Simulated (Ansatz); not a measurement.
# C3H11NZr: the cost of one run

Method: RKS PBE0-D4/def2-TZVP; program: Ansatz 0.2.0, Gaussian basis.

The runs, in order: relaxation at PBE0-D4/def2-TZVP; harmonic vibrations at the same level; a single point in def2-TZVPP for the fields.

1 further run of the same task is left out (for a known fault of the program). Runs told in other sessions of the task aren't counted.

### 1 Where the work starts

16 atoms, charge 0, spin multiplicity 1.

Atoms are counted from 1 here; the program's logs count them from 0.

Bond lengths: C1–Zr2 2.242 Å, C1–H6 1.105 Å, C1–H7 1.105 Å, C1–H8 1.104 Å, Zr2–C3 2.244 Å, Zr2–C4 2.243 Å, Zr2–N5 2.038 Å, C3–H9 1.103 Å, C3–H10 1.105 Å, C3–H11 1.105 Å, C4–H12 1.104 Å, C4–H13 1.105 Å, C4–H14 1.105 Å, N5–H15 1.027 Å, N5–H16 1.027 Å. Angles: Zr2–C1–H6 111.9°, Zr2–C1–H7 110.8°, Zr2–C1–H8 112.1°, H6–C1–H7 107.2°, H6–C1–H8 107.3°, H7–C1–H8 107.2°, C1–Zr2–C3 106.9°, C1–Zr2–C4 106.7°, C1–Zr2–N5 108.2°, C3–Zr2–C4 109.7°, C3–Zr2–N5 112.8°, C4–Zr2–N5 112.1°, Zr2–C3–H9 112.7°, Zr2–C3–H10 111.2°, Zr2–C3–H11 110.9°, H9–C3–H10 107.3°, H9–C3–H11 107.3°, H10–C3–H11 107.2° and more.

As a file:

```
C    -0.4431    0.9945   -1.7745
Zr   -0.1185    0.0428    0.2292
C     2.0026    0.4747    0.8192
C    -0.3906   -2.1660   -0.0546
N    -1.4769    0.8226    1.5331
H    -0.3074    2.0903   -1.7369
H     0.2746    0.6018   -2.5168
H    -1.4569    0.8019   -2.1668
H     2.2184    0.1949    1.8644
H     2.2372    1.5494    0.7117
H     2.7114   -0.0794    0.1781
H    -0.2959   -2.7257    0.8922
H     0.3636   -2.5708   -0.7532
H    -1.3854   -2.3977   -0.4760
H    -1.4689    1.8230    1.7653
H    -2.4643    0.5437    1.4855
```

The start is a GFN2-xTB geometry. Zr takes the def2 core potential; no spin-orbit term is included.

### 2 Relaxation at PBE0-D4/def2-TZVP

File in.yaml:

```yaml
crystal:
  periodic: [false, false, false]
  atoms:
    - {symbol: C, position_ang: [-0.443090, 0.994500, -1.774530]}
    - {symbol: Zr, position_ang: [-0.118480, 0.042820, 0.229210]}
    - {symbol: C, position_ang: [2.002580, 0.474680, 0.819190]}
    - {symbol: C, position_ang: [-0.390590, -2.165960, -0.054570]}
    - {symbol: N, position_ang: [-1.476930, 0.822560, 1.533140]}
    - {symbol: H, position_ang: [-0.307390, 2.090310, -1.736900]}
    - {symbol: H, position_ang: [0.274630, 0.601830, -2.516850]}
    - {symbol: H, position_ang: [-1.456860, 0.801940, -2.166790]}
    - {symbol: H, position_ang: [2.218380, 0.194880, 1.864420]}
    - {symbol: H, position_ang: [2.237230, 1.549420, 0.711720]}
    - {symbol: H, position_ang: [2.711400, -0.079380, 0.178140]}
    - {symbol: H, position_ang: [-0.295880, -2.725740, 0.892210]}
    - {symbol: H, position_ang: [0.363610, -2.570810, -0.753190]}
    - {symbol: H, position_ang: [-1.385370, -2.397750, -0.475960]}
    - {symbol: H, position_ang: [-1.468930, 1.822980, 1.765270]}
    - {symbol: H, position_ang: [-2.464310, 0.543720, 1.485490]}
basis:
  gaussian: {orbitals: def2-TZVP}
hamiltonian: {xc: pbe0, dispersion: d4}
relax: {f_tol: 0.005, max_steps: 150}
```

Run with:

```
> ansatz run in.yaml --threads 4 --pin off --events-out ev --progress --plain --max-ram 11315MiB
```

Q: Estimate wall time and peak memory on 4 threads of AMD EPYC 7R43, shared host.

About 3.5 min, with a peak of 0.8 GiB.
